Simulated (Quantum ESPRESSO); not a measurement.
NbCu:

```
CELL_PARAMETERS angstrom
0.00000 2.56221 2.56221
2.56221 0.00000 2.56221
2.56221 2.56221 0.00000
ATOMIC_POSITIONS crystal
Nb 0.00000 0.00000 0.00000
Cu 0.50000 0.50000 0.50000
```

The cell was built by a generator and needn't be a form met in nature.

- Program: Quantum ESPRESSO 7.5
- Task: single point
- Functional: PBE
- Potentials or basis: SSSP 1.3 efficiency PBE
- Cutoff: 748 eV
- Density cutoff: 5987 eV
- k mesh: 9 × 9 × 9
- Occupations: fermi-dirac, width 0.05 eV
- Spin: no spin polarisation

On this cell: pressure -0.2 GPa; largest force zero by symmetry; band gap on the k mesh none (metal or under the smearing width).

The same run follows on a disturbed copy (atoms moved at random, drawn with an rms of 0.05 Å):

```
Nb Cu
1.0
     0.00000    2.56221    2.56221
     2.56221    0.00000    2.56221
     2.56221    2.56221    0.00000
Nb Cu
1 1
Direct
  0.99569 0.99464 0.00385
  0.49393 0.48823 0.50273
```

Q: What does the disturbed cell give?

A: The energy (extrapolated to zero smearing) moves by +1.2 meV/atom; pressure -0.2 GPa; largest force 0.156 eV/Å; band gap on the k mesh none (metal or under the smearing width).

Forces in eV/Å, atoms in the order of the input:
```
Nb  -0.102 -0.039 -0.111
Cu   0.102  0.039  0.111
```
